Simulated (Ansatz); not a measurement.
# ClH₃OSi + HF: a complex and its separated parts, part 2 of 3

Ansatz 0.2.0, Gaussian basis. Earlier steps stand in the parts before.

## (7) r2SCAN-D4/def2-TZVPP

The inputs:

parta/in.yaml

```yaml
crystal:
  periodic: [false, false, false]
  atoms:
    - {symbol: Si, position_ang: [-0.580756, 0.147173, 0.024140]}
    - {symbol: H, position_ang: [-0.494909, -0.723805, -1.170478]}
    - {symbol: H, position_ang: [-0.840822, -0.608376, 1.262873]}
    - {symbol: O, position_ang: [-1.784777, 1.242656, -0.101161]}
    - {symbol: Cl, position_ang: [1.251499, 1.063884, 0.186774]}
    - {symbol: H, position_ang: [-1.784820, 1.840993, -0.849955]}
basis:
  gaussian: {orbitals: def2-TZVPP}
hamiltonian: {xc: r2scan, dispersion: d4}
```

partb/in.yaml

```yaml
crystal:
  periodic: [false, false, false]
  atoms:
    - {symbol: F, position_ang: [2.089854, -1.940451, 0.330323]}
    - {symbol: H, position_ang: [2.144830, -1.022172, 0.317485]}
basis:
  gaussian: {orbitals: def2-TZVPP}
hamiltonian: {xc: r2scan, dispersion: d4}
```

Each run has its own folder and the same command.

The run is started by

```
ansatz run in.yaml --threads 4 --pin off --events-out ev --progress --plain --max-ram 9574MiB
```

parta printed (excerpt; [...] marks lines left out):

```text
Functional definition: r2SCAN
  name "r2SCAN"
  cite "Furness, Kaplan, Ning, Perdew & Sun, J. Phys. Chem. Lett. 11, 8208 (2020) doi:10.1021/acs.jpclett.0c02405"
  cite "Furness, Kaplan, Ning, Perdew & Sun, J. Phys. Chem. Lett. 11, 9248 (2020) doi:10.1021/acs.jpclett.0c03077"
  parent r2scan
[...]
910 factors; their error is unknown
[...]
mean field -22497.89808809 eV, -826.7825051144 hartree, gradient 7.0e-5 eV, S^2 0.000000; 0 other end points of the search recorded, 0 dependent functions left out
reference -22497.89809785 eV, -826.7825054730 hartree; 21, 21 occupied and 136, 136 virtual orbitals, 910 factors
Total energy: -22497.92200858 eV, -826.7833841761 hartree
```

partb printed (excerpt; [...] marks lines left out):

```text
[... 5 set-up lines as earlier in the session ...]
[...]
215 factors; their error is unknown
[...]
mean field -2733.29261690 eV, -100.4466509787 hartree, gradient 6.5e-6 eV, S^2 0.000000; 0 other end points of the search recorded, 0 dependent functions left out
reference -2733.29262008 eV, -100.4466510955 hartree; 5, 5 occupied and 40, 40 virtual orbitals, 215 factors
Total energy: -2733.29307761 eV, -100.4466679095 hartree
```

Wall times: 2 s (parta), 0.4 s (partb) on 4 threads of Arm Neoverse V1, shared host.

## (8) B97M-V/def2-TZVPP

The same edit goes into each in.yaml of step 7 (parta, partb):

```diff
-hamiltonian: {xc: r2scan, dispersion: d4}
+hamiltonian: {xc: {name: B97M-V}}
```

The same command starts each run, in its folder.

The run is started by

```
ansatz run in.yaml --threads 4 --pin off --events-out ev --progress --plain --max-ram 9574MiB
```

parta printed (excerpt; [...] marks lines left out):

```text
Functional definition: B97M-V
  name "B97M-V"
  cite "Mardirossian & Head-Gordon, J. Chem. Phys. 142, 074111 (2015) doi:10.1063/1.4907719"
  cite "Becke, J. Chem. Phys. 107, 8554 (1997) doi:10.1063/1.475007"
  cite "Vydrov & Van Voorhis, J. Chem. Phys. 133, 244103 (2010) doi:10.1063/1.3521275"
  # Of w^i u^j: cxij and so on, Table III.
[...]
  gx(w, u) = cx00 + cx01*u + cx02*u^2 + (cx10 + cx11*u)*w
[...]
  gos(w, u) = cos00 + cos01*u + cos03*u^3 + cos10*w + cos32*w^3*u^2
[...]
      + integral(e_c_pw_mod_opposite_spin*gos(b97_w_opposite, b97_u_opposite)) + vv10(b, c)
910 factors; their error is unknown
[...]
mean field -22494.53567206 eV, -826.6589386044 hartree, gradient 1.4e-5 eV, S^2 0.000000; 0 other end points of the search recorded, 0 dependent functions left out
reference -22494.53572215 eV, -826.6589404453 hartree; 21, 21 occupied and 136, 136 virtual orbitals, 910 factors
Total energy: -22494.53572215 eV, -826.6589404453 hartree
```

Output in partb (excerpt; [...] marks lines left out):

```text
[... 5 set-up lines as earlier in the session ...]
  # Of w^i u^j: cxij and so on, Table III.
[...]
  gx(w, u) = cx00 + cx01*u + cx02*u^2 + (cx10 + cx11*u)*w
[...]
  gos(w, u) = cos00 + cos01*u + cos03*u^3 + cos10*w + cos32*w^3*u^2
[...]
      + integral(e_c_pw_mod_opposite_spin*gos(b97_w_opposite, b97_u_opposite)) + vv10(b, c)
215 factors; their error is unknown
[...]
mean field -2733.38838231 eV, -100.4501702926 hartree, gradient 2.3e-5 eV, S^2 0.000000; 0 other end points of the search recorded, 0 dependent functions left out
reference -2733.38840002 eV, -100.4501709436 hartree; 5, 5 occupied and 40, 40 virtual orbitals, 215 factors
Total energy: -2733.38840002 eV, -100.4501709436 hartree
```

They took 3.5 s (parta), 0.3 s (partb) on 4 threads of Arm Neoverse V1, shared host.

## (9) PBE0-D4/def2-TZVPP

Each input of step 8 (parta, partb) changes in the same lines:

```diff
-hamiltonian: {xc: {name: B97M-V}}
+hamiltonian: {xc: pbe0, dispersion: d4}
+output: {orbitals: {seedname: orbitals}}
```

One command serves all of them, each in its own folder.

The run is started by

```
ansatz run in.yaml --threads 4 --pin off --events-out ev --progress --plain --max-ram 9574MiB
```

parta printed (excerpt; [...] marks lines left out):

```text
[... 5 set-up lines as earlier in the session ...]
[...]
944 factors; their error is unknown
[...]
mean field -22490.75502742 eV, -826.5200024765 hartree, gradient 7.1e-5 eV, S^2 0.000000; 0 other end points of the search recorded, 0 dependent functions left out
reference -22490.75505390 eV, -826.5200034494 hartree; 21, 21 occupied and 136, 136 virtual orbitals, 944 factors
Total energy: -22490.84461707 eV, -826.5232948352 hartree
```

partb printed (excerpt; [...] marks lines left out):

```text
[... 5 set-up lines as earlier in the session ...]
[...]
215 factors; their error is unknown
[...]
mean field -2731.86112324 eV, -100.3940445570 hartree, gradient 4.0e-5 eV, S^2 0.000000; 0 other end points of the search recorded, 0 dependent functions left out
reference -2731.86113195 eV, -100.3940448772 hartree; 5, 5 occupied and 40, 40 virtual orbitals, 215 factors
Total energy: -2731.86264523 eV, -100.3941004892 hartree
```

Wall times: 1.3 s (parta), 0.15 s (partb) on 4 threads of Arm Neoverse V1, shared host.

## (10) B3LYP-D4/def2-TZVPP

The same edit goes into each in.yaml of step 9 (parta, partb):

```diff
-hamiltonian: {xc: pbe0, dispersion: d4}
-output: {orbitals: {seedname: orbitals}}
+hamiltonian: {xc: {name: B3LYP}, dispersion: d4}
```

The same command starts each run, in its folder.

The run is started by

```
ansatz run in.yaml --threads 4 --pin off --events-out ev --progress --plain --max-ram 9574MiB
```

parta printed (excerpt; [...] marks lines left out):

```text
Functional definition: B3LYP
  name "B3LYP"
  cite "Stephens, Devlin, Chabalowski & Frisch, J. Phys. Chem. 98, 11623 (1994) doi:10.1021/j100096a001"
[... 2 set-up lines as earlier in the session ...]
  cite "Vosko, Wilk & Nusair, Can. J. Phys. 58, 1200 (1980) doi:10.1139/p80-159"
[...]
932 factors; their error is unknown
[...]
mean field -22501.50490423 eV, -826.9150531625 hartree, gradient 7.0e-5 eV, S^2 0.000000; 0 other end points of the search recorded, 0 dependent functions left out
reference -22501.50513645 eV, -826.9150616966 hartree; 21, 21 occupied and 136, 136 virtual orbitals, 932 factors
Total energy: -22501.68065751 eV, -826.9215119764 hartree
```

Output in partb (excerpt; [...] marks lines left out):

```text
[... 6 set-up lines as earlier in the session ...]
[...]
215 factors; their error is unknown
[...]
mean field -2734.54625530 eV, -100.4927213401 hartree, gradient 1.9e-5 eV, S^2 0.000000; 0 other end points of the search recorded, 0 dependent functions left out
reference -2734.54634613 eV, -100.4927246783 hartree; 5, 5 occupied and 40, 40 virtual orbitals, 215 factors
Total energy: -2734.54933582 eV, -100.4928345474 hartree
```

Wall times: 1.3 s (parta), 0.15 s (partb) on 4 threads of Arm Neoverse V1, shared host.

## (11) r2SCAN0-D4/def2-TZVPP

Each input of step 10 (parta, partb) changes in the same lines:

```diff
-hamiltonian: {xc: {name: B3LYP}, dispersion: d4}
+hamiltonian: {xc: {name: r2SCAN0}, dispersion: d4}
```

One command serves all of them, each in its own folder.

The run is started by

```
ansatz run in.yaml --threads 4 --pin off --events-out ev --progress --plain --max-ram 9574MiB
```

parta printed (excerpt; [...] marks lines left out):

```text
Functional definition: r2SCAN0
  name "r2SCAN0"
  cite "Bursch, Neugebauer, Ehlert & Grimme, J. Chem. Phys. 156, 134105 (2022) doi:10.1063/5.0086040"
[... 3 set-up lines as earlier in the session ...]
[...]
944 factors; their error is unknown
[...]
mean field -22497.42749456 eV, -826.7652111210 hartree, gradient 7.2e-5 eV, S^2 0.000000; 0 other end points of the search recorded, 0 dependent functions left out
reference -22497.42750231 eV, -826.7652114057 hartree; 21, 21 occupied and 136, 136 virtual orbitals, 944 factors
Total energy: -22497.45610431 eV, -826.7662625100 hartree
```

Log of partb (excerpt; [...] marks lines left out):

```text
[... 6 set-up lines as earlier in the session ...]
[...]
215 factors; their error is unknown
[...]
mean field -2732.94547716 eV, -100.4338938287 hartree, gradient 6.6e-5 eV, S^2 0.000000; 0 other end points of the search recorded, 0 dependent functions left out
reference -2732.94547962 eV, -100.4338939191 hartree; 5, 5 occupied and 40, 40 virtual orbitals, 215 factors
Total energy: -2732.94598159 eV, -100.4339123661 hartree
```

They took 2.4 s (parta), 0.4 s (partb) on 4 threads of Arm Neoverse V1, shared host.

## (12) BHLYP-D4/def2-TZVPP

The same edit goes into each in.yaml of step 11 (parta, partb):

```diff
-hamiltonian: {xc: {name: r2SCAN0}, dispersion: d4}
+hamiltonian: {xc: {name: BHLYP}, dispersion: d4}
```

Each run has its own folder and the same command.

The run is started by

```
ansatz run in.yaml --threads 4 --pin off --events-out ev --progress --plain --max-ram 9574MiB
```

Output in parta (excerpt; [...] marks lines left out):

```text
Functional definition: BHLYP
  name "BHLYP"
  cite "Becke, J. Chem. Phys. 98, 1372 (1993) doi:10.1063/1.464304"
[... 2 set-up lines as earlier in the session ...]
[...]
1008 factors; their error is unknown
[...]
mean field -22499.52642935 eV, -826.8423455520 hartree, gradient 1.9e-5 eV, S^2 0.000000; 0 other end points of the search recorded, 0 dependent functions left out
reference -22499.52658725 eV, -826.8423513546 hartree; 21, 21 occupied and 136, 136 virtual orbitals, 1008 factors
Total energy: -22499.66482024 eV, -826.8474313233 hartree
```

Log of partb (excerpt; [...] marks lines left out):

```text
[... 5 set-up lines as earlier in the session ...]
[...]
234 factors; their error is unknown
[...]
mean field -2733.43315812 eV, -100.4518157733 hartree, gradient 1.2e-5 eV, S^2 0.000000; 0 other end points of the search recorded, 0 dependent functions left out
reference -2733.43321865 eV, -100.4518179979 hartree; 5, 5 occupied and 40, 40 virtual orbitals, 234 factors
Total energy: -2733.43494661 eV, -100.4518814991 hartree
```

Wall times: 1.4 s (parta), 0.15 s (partb) on 4 threads of Arm Neoverse V1, shared host.

## (13) CAM-B3LYP-D4/def2-TZVPP

Each input of step 12 (parta, partb) changes in the same lines:

```diff
-hamiltonian: {xc: {name: BHLYP}, dispersion: d4}
+hamiltonian: {xc: {name: CAM-B3LYP}, dispersion: d4}
```

Each run has its own folder and the same command.

The run is started by

```
ansatz run in.yaml --threads 4 --pin off --events-out ev --progress --plain --max-ram 9574MiB
```

Output in parta (excerpt; [...] marks lines left out):

```text
Functional definition: CAM-B3LYP
  name "CAM-B3LYP"
  cite "Yanai, Tew & Handy, Chem. Phys. Lett. 393, 51 (2004) doi:10.1016/j.cplett.2004.06.011"
  cite "Iikura, Tsuneda, Yanai & Hirao, J. Chem. Phys. 115, 3540 (2001) doi:10.1063/1.1383587"
[... 2 set-up lines as earlier in the session ...]
[...]
  # Exact exchange under (alpha + beta erf(omega r))/r, Becke's under what is left of 1/r.
[...]
932 factors; their error is unknown
200 factors; integrals over basis functions are off by at most 1.6e-5 eV
[...]
mean field -22500.40307221 eV, -826.8745615828 hartree, gradient 1.5e-5 eV, S^2 0.000000; 0 other end points of the search recorded, 0 dependent functions left out
reference -22500.40318503 eV, -826.8745657289 hartree; 21, 21 occupied and 136, 136 virtual orbitals, 932 factors
Total energy: -22500.49411371 eV, -826.8779072960 hartree
```

Log of partb (excerpt; [...] marks lines left out):

```text
[... 6 set-up lines as earlier in the session ...]
[...]
  # Exact exchange under (alpha + beta erf(omega r))/r, Becke's under what is left of 1/r.
[...]
215 factors; their error is unknown
48 factors; integrals over basis functions are off by at most 4.9e-5 eV
[...]
mean field -2733.85902540 eV, -100.4674661074 hartree, gradient 6.2e-5 eV, S^2 0.000000; 0 other end points of the search recorded, 0 dependent functions left out
reference -2733.85906953 eV, -100.4674677292 hartree; 5, 5 occupied and 40, 40 virtual orbitals, 215 factors
Total energy: -2733.86050985 eV, -100.4675206597 hartree
```

They took 1.5 s (parta), 0.2 s (partb) on 4 threads of Arm Neoverse V1, shared host.

## (14) wB97X-V/def2-TZVPP

The same edit goes into each in.yaml of step 13 (parta, partb):

```diff
-hamiltonian: {xc: {name: CAM-B3LYP}, dispersion: d4}
+hamiltonian: {xc: {name: wB97X-V}}
```

Each run has its own folder and the same command.

The run is started by

```
ansatz run in.yaml --threads 4 --pin off --events-out ev --progress --plain --max-ram 9574MiB
```

Log of parta (excerpt; [...] marks lines left out):

```text
Functional definition: wB97X-V
  name "wB97X-V"
  cite "Mardirossian & Head-Gordon, Phys. Chem. Chem. Phys. 16, 9904 (2014) doi:10.1039/C3CP54374A"
[... 2 set-up lines as earlier in the session ...]
[...]
      + integral(e_c_pw_opposite_spin*poly(b97_u_opposite, cos0, cos1)) + vv10(b, c)
929 factors; their error is unknown
181 factors; integrals over basis functions are off by at most 4.3e-5 eV
[...]
mean field -22496.63812407 eV, -826.7362022904 hartree, gradient 6.9e-5 eV, S^2 0.000000; 0 other end points of the search recorded, 0 dependent functions left out
reference -22496.63812240 eV, -826.7362022293 hartree; 21, 21 occupied and 136, 136 virtual orbitals, 929 factors
Total energy: -22496.63812240 eV, -826.7362022293 hartree
```

Log of partb (excerpt; [...] marks lines left out):

```text
[... 5 set-up lines as earlier in the session ...]
[...]
      + integral(e_c_pw_opposite_spin*poly(b97_u_opposite, cos0, cos1)) + vv10(b, c)
215 factors; their error is unknown
48 factors; integrals over basis functions are off by at most 2.2e-5 eV
[...]
mean field -2733.49560625 eV, -100.4541106999 hartree, gradient 1.0e-5 eV, S^2 0.000000; 0 other end points of the search recorded, 0 dependent functions left out
reference -2733.49560566 eV, -100.4541106781 hartree; 5, 5 occupied and 40, 40 virtual orbitals, 215 factors
Total energy: -2733.49560566 eV, -100.4541106781 hartree
```

Wall times: 3.2 s (parta), 0.3 s (partb) on 4 threads of Arm Neoverse V1, shared host.

## (15) wB97M-V/def2-TZVPP

The same edit goes into each in.yaml of step 14 (parta, partb):

```diff
-hamiltonian: {xc: {name: wB97X-V}}
+hamiltonian: {xc: {name: wB97M-V}}
```

The same command starts each run, in its folder.

The run is started by

```
ansatz run in.yaml --threads 4 --pin off --events-out ev --progress --plain --max-ram 9574MiB
```

Log of parta (excerpt; [...] marks lines left out):

```text
Functional definition: wB97M-V
  name "wB97M-V"
  cite "Mardirossian & Head-Gordon, J. Chem. Phys. 144, 214110 (2016) doi:10.1063/1.4952647"
[... 2 set-up lines as earlier in the session ...]
  # Of w^i u^j: cxij and so on, Table III.
[...]
  gx(w, u) = 1 - cx + cx01*u + cx10*w
[...]
      + integral(e_c_pw_mod_opposite_spin*gos(b97_w_opposite, b97_u_opposite)) + vv10(b, c)
929 factors; their error is unknown
181 factors; integrals over basis functions are off by at most 4.3e-5 eV
[...]
mean field -22498.55841218 eV, -826.8067715770 hartree, gradient 2.0e-5 eV, S^2 0.000000; 0 other end points of the search recorded, 0 dependent functions left out
reference -22498.55845270 eV, -826.8067730663 hartree; 21, 21 occupied and 136, 136 virtual orbitals, 929 factors
Total energy: -22498.55845270 eV, -826.8067730663 hartree
```

partb printed (excerpt; [...] marks lines left out):

```text
[... 5 set-up lines as earlier in the session ...]
  # Of w^i u^j: cxij and so on, Table III.
[...]
  gx(w, u) = 1 - cx + cx01*u + cx10*w
[...]
      + integral(e_c_pw_mod_opposite_spin*gos(b97_w_opposite, b97_u_opposite)) + vv10(b, c)
215 factors; their error is unknown
48 factors; integrals over basis functions are off by at most 2.2e-5 eV
[...]
mean field -2733.67553219 eV, -100.4607228563 hartree, gradient 1.2e-5 eV, S^2 0.000000; 0 other end points of the search recorded, 0 dependent functions left out
reference -2733.67554686 eV, -100.4607233952 hartree; 5, 5 occupied and 40, 40 virtual orbitals, 215 factors
Total energy: -2733.67554686 eV, -100.4607233952 hartree
```

Wall times: 3.6 s (parta), 0.3 s (partb) on 4 threads of Arm Neoverse V1, shared host.

[end of part 2 of 3]
